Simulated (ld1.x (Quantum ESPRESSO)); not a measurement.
**An ultrasoft potential for Cu, from input to tests**

Task: generate the file, and judge it by its errors in other configurations, its logarithmic derivatives, its ghosts and its cutoff.

Method: ld1.x (Quantum ESPRESSO) 7.5, PBE, scalar-relativistic.

**1. The atom and the settings**

The settings as typed:

| Quantity | Value |
| --- | --- |
| element | copper (Cu, Z = 29) |
| type | ultrasoft |
| frozen core | [Ne] |
| valence charge | 19 |
| reference configuration | 3s2 3p6 3d10 4s1 4p0 |
| partial waves | 3s (bound): rcut 1.15, rcutus 1.20 bohr; 4s (bound): rcut 1.15, rcutus 1.20 bohr; 3p (bound): rcut 1.05, rcutus 1.30 bohr; 4p (bound, empty): rcut 1.05, rcutus 1.30 bohr; 3d (bound): rcut 1.25, rcutus 1.45 bohr; 3d channel at 0.25 Ry: rcut 1.25, rcutus 1.45 bohr |
| local potential | all-electron potential smoothed inside 0.95 bohr (lloc = -1) |
| core correction | a·sin(br)/r model core, default radius (core density twice the valence density) |
| augmentation charge | PSQ, radius 1.00 bohr |

The outer shells as boxes (Hund's rule for the drawing; the calculation is spin-unpolarised):

```
[Ne] core
3s [↑↓]
3p [↑↓][↑↓][↑↓]
3d [↑↓][↑↓][↑↓][↑↓][↑↓]
4s [↑ ]
4p [  ][  ][  ]
```

The nodes and maxima of the atom's own shells, from an earlier all-electron run, set the scale for the radii.

All-electron outer shells of the reference configuration (PBE, scalar-relativistic, ld1.x):

```tsv
shell	level (eV)	outermost node (bohr)	outermost maximum (bohr)
2s	-1062.47	0.07	0.20
2p	-916.98	–	0.16
3s	-114.70	0.29	0.61
3p	-72.14	0.26	0.62
3d	-5.04	–	0.60
4s	-4.61	0.89	2.27
4p	-0.70	0.97	3.65
```

**2. The generation run**

The input, Cu.in:

```
 &input
   title='Cu', zed=29., rel=1, dft='PBE', iswitch=3,
   config='[Ar] 3d10 4s1 4p0',
   nld=3, rlderiv=1.60, eminld=-10.0, emaxld=5.0, deld=0.04
 /
 &inputp
   pseudotype=3, tm=.true., lloc=-1, rcloc=0.95,
   nlcc=.true.,
   which_augfun='PSQ', rmatch_augfun=1.00,
   file_pseudopw='Cu.UPF', file_wfcaegen='ae.wfc', file_wfcncgen='nc.wfc', file_beta='beta', file_chi='chi', file_wfcusgen='us.wfc'
 /
6
3S  1  0   2.00   0.00  1.15  1.20  0.0
4S  2  0   1.00   0.00  1.15  1.20  0.0
3P  2  1   6.00   0.00  1.05  1.30  0.0
4P  3  1   0.00   0.00  1.05  1.30  0.0
3D  3  2  10.00   0.00  1.25  1.45  0.0
3D  3  2   0.00   0.25  1.25  1.45  0.0
 &test
   configts(1)='3s2 3p6 3d10 4s1 4p0'
 /
```

Command:

```
$ ld1.x < Cu.in > Cu.out
```

What the program wrote to Cu.out (without the banner and most projector matrices):

```text
     Program LD1 v.7.5
     --------------------------- All-electron run ----------------------------

     Cu
     scalar relativistic calculation

     atomic number is 29.00
     dft =PBE   lsd =0 sic =0 latt =0  beta=0.20 tr2=1.0E-14
     Exchange-correlation= PBE
                           (   1   4   3   4   0   0   0)
     mesh =1199 r(mesh) = 100.25372 a.u. xmin = -7.00 dx = 0.01250
     1 Ry =  13.60569312 eV, c = 137.03599908

     n l     nl                  e(Ry)          e(Ha)          e(eV)
     1 0     1S 1( 2.00)      -650.5489      -325.2745     -8851.1694
     2 0     2S 1( 2.00)       -78.0904       -39.0452     -1062.4738
     2 1     2P 1( 6.00)       -67.3965       -33.6983      -916.9763
     3 0     3S 1( 2.00)        -8.4305        -4.2153      -114.7030
     3 1     3P 1( 6.00)        -5.3024        -2.6512       -72.1430
     3 2     3D 1(10.00)        -0.3703        -0.1851        -5.0378
     4 0     4S 1( 1.00)        -0.3388        -0.1694        -4.6093
     4 1     4P 1( 0.00)        -0.0512        -0.0256        -0.6967

     final scf error:  5.3E-15 reached in  32 iterations

     Etot =   -3309.701531 Ry,   -1654.850765 Ha,  -45030.783357 eV

     Ekin =    3358.932341 Ry,    1679.466170 Ha,   45700.602648 eV
     Encl =   -7969.314771 Ry,   -3984.657386 Ha, -108428.051175 eV
     Eh   =    1435.751702 Ry,     717.875851 Ha,   19534.397054 eV
     Exc  =    -135.070802 Ry,     -67.535401 Ha,   -1837.731883 eV

     normalization and overlap integrals

     s(1S/1S) =  1.000000  <r> =   0.0521  <r2> =    0.0037  r(max) =   0.0341
     s(2S/2S) =  1.000000  <r> =   0.2352  <r2> =    0.0653  r(max) =   0.1960
     s(2P/2P) =  1.000000  <r> =   0.2064  <r2> =    0.0523  r(max) =   0.1585
     s(3S/3S) =  1.000000  <r> =   0.7119  <r2> =    0.5863  r(max) =   0.6112
     s(3P/3P) =  1.000000  <r> =   0.7494  <r2> =    0.6650  r(max) =   0.6189
     s(3D/3D) =  1.000000  <r> =   1.0474  <r2> =    1.5756  r(max) =   0.6036
     s(4S/4S) =  1.000000  <r> =   2.9362  <r2> =   10.2155  r(max) =   2.2710
     s(4P/4P) =  1.000000  <r> =   5.1791  <r2> =   33.4210  r(max) =   3.6517

     ------------------------ End of All-electron run ------------------------

     --------------------- Generating US pseudopotential ---------------------

      Generating local potential from pseudized AE potential:
      Matching radius rcloc =   0.9500

      Local pseudo, rcloc= 0.959 Estimated cut-off energy=    27.25 Ry

      Computing core charge for nlcc:

       r > 0.33 : true rho core
       r < 0.33 : rho core = a sin(br)/r    a=  75.36  b=   7.97

      Integrated core pseudo-charge :   4.27
      Wfc-us  3S rcutus= 1.200  Estimated cut-off energy=    37.65 Ry
      Wfc-us  4S rcutus= 1.200  Estimated cut-off energy=    76.85 Ry
      Wfc-us  3P rcutus= 1.294  Estimated cut-off energy=    50.58 Ry
      Wfc-us  4P rcutus= 1.294  Estimated cut-off energy=    94.92 Ry
      Wfc-us  3D rcutus= 1.466  Estimated cut-off energy=    53.99 Ry
      Wfc-us  3D rcutus= 1.466  Estimated cut-off energy=    62.47 Ry

     Q pseudized with Bessel functions
     Expected ecutrho=     390.6067 due to l1=  2   l2=  2

     ------------------- End of pseudopotential generation -------------------

     [... the all-electron block is printed once more ...]


     Computing logarithmic derivative in   1.59038
     Computing logarithmic derivative in   1.59038
     Computing the partial wave expansion
     R is outside the sphere for l=    0 j= 0.00
     R is outside the sphere for l=    0 j= 0.00
     R is outside the sphere for l=    1 j= 0.00
     R is outside the sphere for l=    1 j= 0.00
     R is outside the sphere for l=    2 j= 0.00
     R is outside the sphere for l=    2 j= 0.00

     ---------------------- Testing the pseudopotential ----------------------

     Cu
     scalar relativistic calculation

     atomic number is 29.00   valence charge is 19.00
     dft =PBE   lsd =0 sic =0 latt =0  beta=0.20 tr2=1.0E-14
     mesh =1199 r(mesh) = 100.25372 xmin = -7.00 dx = 0.01250

     n l     nl             e AE (Ry)        e PS (Ry)    De AE-PS (Ry)
     1 0     3S   1( 2.00)       -8.43051       -8.43049       -0.00003
     2 1     3P   1( 6.00)       -5.30241       -5.30240       -0.00002
     3 2     3D   1(10.00)       -0.37027       -0.37026       -0.00001
     2 0     4S   1( 1.00)       -0.33878       -0.33877       -0.00001
     3 1     4P   1( 0.00)       -0.05121       -0.05121       -0.00000

     eps = 5.7E-15  iter =  6

     Etot =   -3309.701531 Ry,   -1654.850765 Ha,  -45030.783357 eV
     Etotps =  -414.420585 Ry,    -207.210293 Ha,   -5638.479306 eV

     Ekin =      81.412370 Ry,      40.706185 Ha,    1107.671729 eV
     Encl =    -907.081131 Ry,    -453.540566 Ha,  -12341.467512 eV
     Ehrt =     353.812779 Ry,     176.906389 Ha,    4813.868093 eV
     Ecxc =     -60.009626 Ry,     -30.004813 Ha,    -816.472559 eV
     (Ecc =     -18.127313 Ry,      -9.063657 Ha,    -246.634660 eV)
     Epseu=     117.445023 Ry,      58.722512 Ha,    1597.920943 eV

     ---------------------- End of pseudopotential test ----------------------
```

Run time: 1.4 s. Hardware: 1 thread of Neoverse-V1, shared host. This counts the later configuration tests of the new file too.

All-electron and pseudo partial waves u(r) = r·R(r), from the program's wave files:

```csv
r (bohr),4s AE,4s PS,3d AE,3d PS
0.072,0.0136,-0.1499,0.0487,0.0011
0.145,0.1491,-0.2876,0.2203,0.0088
0.217,0.1066,-0.3971,0.4360,0.0283
0.290,-0.0168,-0.4726,0.6359,0.0642
0.362,-0.1353,-0.5076,0.7875,0.1168
0.435,-0.2162,-0.5034,0.8909,0.1867
0.507,-0.2503,-0.4644,0.9484,0.2683
0.580,-0.2448,-0.3974,0.9708,0.3585
0.652,-0.2099,-0.3133,0.9672,0.4483
0.725,-0.1549,-0.2190,0.9457,0.5333
0.798,-0.0884,-0.1236,0.9131,0.6057
0.870,-0.0178,-0.0340,0.8744,0.6601
0.942,0.0538,0.0482,0.8325,0.6950
1.015,0.1245,0.1235,0.7889,0.7099
1.088,0.1914,0.1914,0.7456,0.7062
1.160,0.2526,0.2526,0.7040,0.6877
1.232,0.3086,0.3086,0.6640,0.6592
1.305,0.3597,0.3597,0.6254,0.6247
1.378,0.4053,0.4053,0.5889,0.5890
1.450,0.4450,0.4450,0.5551,0.5551
1.522,0.4796,0.4796,0.5232,0.5232
1.595,0.5100,0.5100,0.4930,0.4930
1.668,0.5358,0.5358,0.4647,0.4647
1.740,0.5573,0.5573,0.4386,0.4386
1.812,0.5751,0.5751,0.4142,0.4142
1.885,0.5896,0.5896,0.3910,0.3910
```

**3. Configuration tests**

The input, Cu.test.in:

```
 &input
   title='Cu', zed=29., rel=1, dft='PBE', iswitch=2,
   config='[Ar] 3d10 4s1 4p0'
 /
 &test
   file_pseudo='Cu.UPF', nconf=8,
   configts(1)='3s2 3p6 3d10 4s1 4p0',
   configts(2)='3s2 3p6 3d10 4s0 4p0',
   configts(3)='3s2 3p6 3d9 4s0 4p0',
   configts(4)='3s2 3p6 3d8 4s0 4p0',
   configts(5)='3s2 3p6 3d7 4s0 4p0',
   configts(6)='3s1 3p6 3d10 4s1 4p0',
   configts(7)='3s2 3p6 3d9 4s1 4p1',
   configts(8)='3s2 3p6 3d9 4s2 4p0'
 /
```

Command:

```
$ ld1.x < Cu.test.in > Cu.test.out
```

Cu.test.out, the pseudopotential blocks:

```text
     ---------------------- Testing the pseudopotential ----------------------

     Cu
     scalar relativistic calculation

     atomic number is 29.00   valence charge is 19.00
     dft =PBE   lsd =0 sic =0 latt =0  beta=0.20 tr2=1.0E-14
     mesh =1199 r(mesh) = 100.25372 xmin = -7.00 dx = 0.01250

     n l     nl             e AE (Ry)        e PS (Ry)    De AE-PS (Ry)
     1 0     3S   1( 2.00)       -8.43051       -8.43049       -0.00003
     2 1     3P   1( 6.00)       -5.30241       -5.30240       -0.00002
     3 2     3D   1(10.00)       -0.37027       -0.37026       -0.00001
     2 0     4S   1( 1.00)       -0.33878       -0.33877       -0.00001
     3 1     4P   1( 0.00)       -0.05121       -0.05121       -0.00000

     eps = 5.7E-15  iter =  6

     Etot =   -3309.701531 Ry,   -1654.850765 Ha,  -45030.783357 eV
     Etotps =  -414.420585 Ry,    -207.210293 Ha,   -5638.479306 eV

     Ekin =      81.412370 Ry,      40.706185 Ha,    1107.671729 eV
     Encl =    -907.081131 Ry,    -453.540566 Ha,  -12341.467512 eV
     Ehrt =     353.812779 Ry,     176.906389 Ha,    4813.868093 eV
     Ecxc =     -60.009626 Ry,     -30.004813 Ha,    -816.472559 eV
     (Ecc =     -18.127313 Ry,      -9.063657 Ha,    -246.634660 eV)
     Epseu=     117.445023 Ry,      58.722512 Ha,    1597.920943 eV

     ---------------------- End of pseudopotential test ----------------------

     ---------------------- Testing the pseudopotential ----------------------

     Cu
     scalar relativistic calculation

     atomic number is 29.00   valence charge is 19.00
     dft =PBE   lsd =0 sic =0 latt =0  beta=0.20 tr2=1.0E-14
     mesh =1199 r(mesh) = 100.25372 xmin = -7.00 dx = 0.01250

     n l     nl             e AE (Ry)        e PS (Ry)    De AE-PS (Ry)
     1 0     3S   1( 2.00)       -9.06400       -9.06120       -0.00279
     2 1     3P   1( 6.00)       -5.93825       -5.93634       -0.00191
     3 2     3D   1(10.00)       -1.00387       -1.00325       -0.00062
     2 0     4S   1( 0.00)       -0.87409       -0.87449        0.00041
     3 1     4P   1( 0.00)       -0.48142       -0.48302        0.00160

     eps = 3.7E-15  iter = 10

     Etot =   -3309.102669 Ry,   -1654.551334 Ha,  -45022.635421 eV
     Etotps =  -413.821481 Ry,    -206.910741 Ha,   -5630.328079 eV
     dEtot_ae =       0.598862 Ry
     dEtot_ps =       0.599104 Ry,   Delta E=      -0.000242 Ry

     Ekin =      80.171654 Ry,      40.085827 Ha,    1090.790920 eV
     Encl =    -895.459217 Ry,    -447.729609 Ha,  -12183.343317 eV
     Ehrt =     342.071832 Ry,     171.035916 Ha,    4654.124378 eV
     Ecxc =     -59.729548 Ry,     -29.864774 Ha,    -812.661898 eV
     (Ecc =     -18.127313 Ry,      -9.063657 Ha,    -246.634660 eV)
     Epseu=     119.123798 Ry,      59.561899 Ha,    1620.761839 eV

     ---------------------- End of pseudopotential test ----------------------

     ---------------------- Testing the pseudopotential ----------------------

     Cu
     scalar relativistic calculation

     atomic number is 29.00   valence charge is 19.00
     dft =PBE   lsd =0 sic =0 latt =0  beta=0.20 tr2=1.0E-14
     mesh =1199 r(mesh) = 100.25372 xmin = -7.00 dx = 0.01250

     n l     nl             e AE (Ry)        e PS (Ry)    De AE-PS (Ry)
     1 0     3S   1( 2.00)      -10.31083      -10.31535        0.00452
     2 1     3P   1( 6.00)       -7.17487       -7.17844        0.00356
     3 2     3D   1( 9.00)       -2.17762       -2.18030        0.00268
     2 0     4S   1( 0.00)       -1.64243       -1.64188       -0.00055
     3 1     4P   1( 0.00)       -1.12816       -1.13069        0.00253

     eps = 5.9E-16  iter =  9

     Etot =   -3307.534761 Ry,   -1653.767381 Ha,  -45001.302955 eV
     Etotps =  -412.253229 Ry,    -206.126614 Ha,   -5608.990918 eV
     dEtot_ae =       2.166770 Ry
     dEtot_ps =       2.167357 Ry,   Delta E=      -0.000587 Ry

     Ekin =      77.749108 Ry,      38.874554 Ha,    1057.830497 eV
     Encl =    -870.835586 Ry,    -435.417793 Ha,  -11848.321746 eV
     Ehrt =     320.628706 Ry,     160.314353 Ha,    4362.375786 eV
     Ecxc =     -58.673713 Ry,     -29.336857 Ha,    -798.296535 eV
     (Ecc =     -18.127313 Ry,      -9.063657 Ha,    -246.634660 eV)
     Epseu=     118.878257 Ry,      59.439128 Ha,    1617.421080 eV

     ---------------------- End of pseudopotential test ----------------------

     ---------------------- Testing the pseudopotential ----------------------

     Cu
     scalar relativistic calculation

     atomic number is 29.00   valence charge is 19.00
     dft =PBE   lsd =0 sic =0 latt =0  beta=0.20 tr2=1.0E-14
     mesh =1199 r(mesh) = 100.25372 xmin = -7.00 dx = 0.01250

     n l     nl             e AE (Ry)        e PS (Ry)    De AE-PS (Ry)
     1 0     3S   1( 2.00)      -11.81043      -11.85439        0.04396  !
     2 1     3P   1( 6.00)       -8.65850       -8.68951        0.03102  !
     3 2     3D   1( 8.00)       -3.59499       -3.62477        0.02978  !
     2 0     4S   1( 0.00)       -2.53770       -2.53777        0.00007
     3 1     4P   1( 0.00)       -1.91536       -1.91262       -0.00275

     eps = 8.7E-15  iter = 20

     Etot =   -3304.666857 Ry,   -1652.333428 Ha,  -44962.283127 eV
     Etotps =  -409.372934 Ry,    -204.686467 Ha,   -5569.802518 eV
     dEtot_ae =       5.034674 Ry
     dEtot_ps =       5.047651 Ry,   Delta E=      -0.012977 Ry

     Ekin =      73.688664 Ry,      36.844332 Ha,    1002.585348 eV
     Encl =    -839.560153 Ry,    -419.780076 Ha,  -11422.797795 eV
     Ehrt =     295.819085 Ry,     147.909542 Ha,    4024.823689 eV
     Ecxc =     -57.193658 Ry,     -28.596829 Ha,    -778.159360 eV
     (Ecc =     -18.127313 Ry,      -9.063657 Ha,    -246.634660 eV)
     Epseu=     117.873128 Ry,      58.936564 Ha,    1603.745600 eV

     ---------------------- End of pseudopotential test ----------------------
```

4 tests gave no usable energy difference (3s2 3p6 3d7 4s0 4p0; 3s1 3p6 3d10 4s1 4p0; 3s2 3p6 3d9 4s1 4p1; 3s2 3p6 3d9 4s2 4p0); the test run stopped with "negative rho".

The tests as a table, with energies relative to 3s2 3p6 3d10 4s1 4p0.

```csv
valence configuration,charge,ΔE all-electron (eV),error AE − PS (meV)
3s2 3p6 3d10 4s0 4p0,+1,8.148,-3.3
3s2 3p6 3d9 4s0 4p0,+2,29.480,-8.0
3s2 3p6 3d8 4s0 4p0,+3,68.500,-177
```

**4. Does it scatter like the atom?**

Taken from the files of the generation run. The phase is arctan(r·u′/u) with u = r·R, unwrapped, with energies in Ry. A pole is an energy at which the radial function vanishes at the test radius. The pseudo phase is shifted by a multiple of π to meet the all-electron one at the reference energy. Levels narrower than the energy grid can be missing from the poles. Left out: p, where the overlap operator is not positive , so their phases aren't trusted. The last column is the largest difference on the grid between −1 and +1 Ry.

| channel | radius (bohr) | reference (Ry) | poles AE | poles PS | window around the reference with phases within 0.05 rad (Ry) | largest difference near zero (rad) |
| --- | --- | --- | --- | --- | --- | --- |
| s | 1.59 | -0.34 | -8.22 | -8.22 | the whole range | 0.000 |
| d | 1.59 | -0.37 | 0.43 | 0.43 | the whole range | 0.000 |

Phases (rad) along the scan:

```csv
E (Ry),d AE,d PS,s AE,s PS
-10.00,1.377,1.377,1.302,1.302
-9.52,1.372,1.372,1.263,1.263
-9.04,1.367,1.367,1.149,1.149
-8.56,1.362,1.362,-0.744,-0.744
-8.08,1.356,1.356,-1.632,-1.632
-7.60,1.349,1.349,-1.718,-1.718
-7.12,1.342,1.342,-1.755,-1.755
-6.64,1.334,1.334,-1.779,-1.779
-6.16,1.325,1.325,-1.798,-1.798
-5.68,1.315,1.315,-1.815,-1.815
-5.20,1.303,1.304,-1.832,-1.832
-4.72,1.290,1.290,-1.850,-1.850
-4.24,1.274,1.274,-1.869,-1.869
-3.76,1.254,1.254,-1.891,-1.891
-3.28,1.228,1.228,-1.915,-1.915
-2.80,1.194,1.194,-1.943,-1.943
-2.32,1.145,1.145,-1.978,-1.977
-1.84,1.064,1.064,-2.019,-2.019
-1.36,0.900,0.900,-2.072,-2.072
-0.88,0.415,0.414,-2.140,-2.140
-0.40,-0.851,-0.851,-2.231,-2.231
0.08,-1.420,-1.420,-2.359,-2.359
0.56,-1.608,-1.608,-2.542,-2.542
1.04,-1.706,-1.706,-2.805,-2.805
1.52,-1.775,-1.775,-3.152,-3.151
2.00,-1.833,-1.833,-3.524,-3.522
2.48,-1.890,-1.890,-3.835,-3.834
2.96,-1.953,-1.952,-4.059,-4.058
3.44,-2.029,-2.027,-4.215,-4.213
3.92,-2.126,-2.123,-4.324,-4.323
4.40,-2.262,-2.254,-4.404,-4.403
4.88,-2.463,-2.445,-4.465,-4.463
```

**5. Plane-wave convergence, by spherical Bessel functions**

This step uses the generator's waves and projectors in a separate script. Basis: spherical Bessel functions vanishing at 20 bohr, q² up to the cutoff; potential fixed at the reference.

No cutoffs are read. The overlap operator is not positive in p (lowest eigenvalue -3.854), so the test is not defined there. The ghost test is not conclusive.

**6. Summary of results**

| quantity | value |
| --- | --- |
| cutoffs | not determined |
| bound ghosts | not determined |
| largest test error (AE − PS) | -177 meV, for 3s2 3p6 3d8 4s0 4p0 (4 tests unsolved) |
| largest phase difference near zero energy, channels read | 0.000 rad |
| lowest eigenvalue of the overlap (Bessel basis) | -3.854 (p) |
| density cutoff estimated by the generator | 391 Ry |

What this shows: The overlap operator is not positive definite in p, so a plane-wave run would break down once the basis is large enough. By total energies transferability is fair for so large an energy: the largest error is 177 meV on 68.5 eV, for 3s2 3p6 3d8 4s0 4p0. That test lies far up in energy; among those under 40 eV, nearer to bonding, the largest error is 8.0 meV. The test run broke off, so later configurations gave nothing; the verdict rests on few tests. No cutoffs are read. Ghosts could not be judged. Near zero energy the phases of the channels with partial waves that could be evaluated agree within 0.001 rad.
